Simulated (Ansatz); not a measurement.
## Al3Au in Ansatz: the effect of functional

Al3Au:

```
Au Al
1.0
    -2.06506    2.06506    4.13616
     2.06506   -2.06506    4.13616
     2.06506    2.06506   -4.13616
Au Al
1 3
Direct
  0.00000 0.00000 0.00000
  0.50000 0.50000 0.00000
  0.25000 0.75000 0.50000
  0.75000 0.25000 0.50000
```

The cell comes from a database or a generator and needn't be the stable form of this composition.

The cell isn't the ideal one: volume scaled by 1.06.

Alike in all runs:

* Program: Ansatz 0.2.0
* Task: single point
* Potentials or basis: Ansatz PAW
* k mesh: 9 × 9 × 9
* Occupations: fermi-dirac, width 0.05 eV
* Spin: no spin polarisation

**Question.** One run gave: pressure -7.6 GPa. Which functional did it use?
A. r2SCAN
B. PBE
C. LDA

**Answer.** A.

```csv
functional,cutoff,pressure (GPa)
LDA,420 eV (not typed: the program's choice for these potentials),-9.1
r2SCAN,500 eV (not typed: the program's choice for these potentials),-7.6
PBE,420 eV (not typed: the program's choice for these potentials),-4.5
```

Caveats: the PAW data sets come from PBE, with cores solved anew for the run's functional, which leaves a small shift of forces and pressure (some runs).
